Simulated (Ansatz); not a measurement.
**k/cubic_perovskite: the band gap up the ladder of functionals**

An exercise on one series of results from a longer session: the logs are not shown, and one member is left open.

The runs shown are made with Ansatz 0.2.0. PAW datasets, plane waves. These are computed values for a spin-unpolarised cell that may be hypothetical; none is a measurement.

## The structure to begin with

The cell was relaxed beforehand with r2SCAN.

It is cubic, Pm-3m (No. 221); a = 3.907 Å in the conventional setting, 11.93 Å³ an atom. Sr has 12 O at 2.76 Å; Ti has 6 O at 1.95 Å; O has 2 Ti at 1.95 Å and 4 Sr at 2.76 Å.

Structure file:

```cif
data_structure
_symmetry_space_group_name_H-M 'Pm-3m'
_symmetry_Int_Tables_number 221
_cell_length_a 3.9069
_cell_length_b 3.9069
_cell_length_c 3.9069
_cell_angle_alpha 90.000
_cell_angle_beta 90.000
_cell_angle_gamma 90.000
_cell_volume 59.63
loop_
_atom_site_label
_atom_site_type_symbol
_atom_site_symmetry_multiplicity
_atom_site_Wyckoff_symbol
_atom_site_fract_x
_atom_site_fract_y
_atom_site_fract_z
_atom_site_occupancy
Sr1 Sr 1 a 0.00000 0.00000 0.00000 1
Ti1 Ti 1 b 0.50000 0.50000 0.50000 1
O1 O 3 c 0.50000 0.00000 0.50000 1
```

The first run:

input.yaml reads:

```yaml
crystal:
  lattice:
    - [3.9068515418, 0.0, 0.0]
    - [0.0, 3.9068515418, 0.0]
    - [0.0, 0.0, 3.9068515418]
  atoms:
    - { symbol: Sr, position: [0.0, 0.0, 0.0] }
    - { symbol: Ti, position: [0.5, 0.5, 0.5] }
    - { symbol: O, position: [0.5, 0.0, 0.5] }
    - { symbol: O, position: [0.5, 0.5, 0.0] }
    - { symbol: O, position: [0.0, 0.5, 0.5] }
kpoints:
  mp_grid: { grid: [6, 6, 6] }
  band_path:
    path:
      - [[0.0, 0.0, 0.0], [-4.224981230553e-51, 0.5, -4.5902206885e-69], [0.5, 0.5, 6.572828696097e-35], [0.0, 0.0, 0.0], [0.5, 0.5, 0.5], [-4.224981230553e-51, 0.5, -4.5902206885e-69]]
      - [[0.5, 0.5, 0.5], [0.5, 0.5, 6.572828696097e-35]]
    npoints: 10
hamiltonian:
  xc: pbe
scf:
  occupations: { method: fermi_dirac, width: 0.02 }
  n_extra_bands: 5
output:
  forces: true
  stress: true
  eigenvalues: true
```

The run is started by

```bash
ansatz run input.yaml --threads 2 --pin off --max-ram 29491MiB --backend cpu --events-out ev --progress --plain --runs-dir out
```

Among the steps run: Band structure with PBE; Single point with r2SCAN; HSE06 at the same geometry; PBE+SOC at the same geometry; PBE0 at the same geometry.

One of the session's tables, all rows but one given; the rest of the session is left out.

| level | gap (eV) |
| --- | --- |
| PBE | ? |
| r2SCAN | 2.26 |
| HSE06 | 3.32 |
| PBE+SOC | 1.87 |
| PBE0 | 4.07 |

Estimate the missing values for PBE.

As computed: gap (eV): 1.88. In the column «gap (eV)» it lies between PBE+SOC (1.87) and r2SCAN (2.26).

Meshes: PBE 6×6×6, r2SCAN 6×6×6, HSE06 4×4×4, PBE+SOC 6×6×6, PBE0 4×4×4

Against HSE06, PBE is short by 1.44 eV, at 57 % of it, and r2SCAN 68 %. PBE0 lies 0.75 eV above HSE06, which differs from it by screening the long-range exchange.

To keep in mind: Warnings in the runs' records: stress exchange threshold loose, stress scf threshold loose.
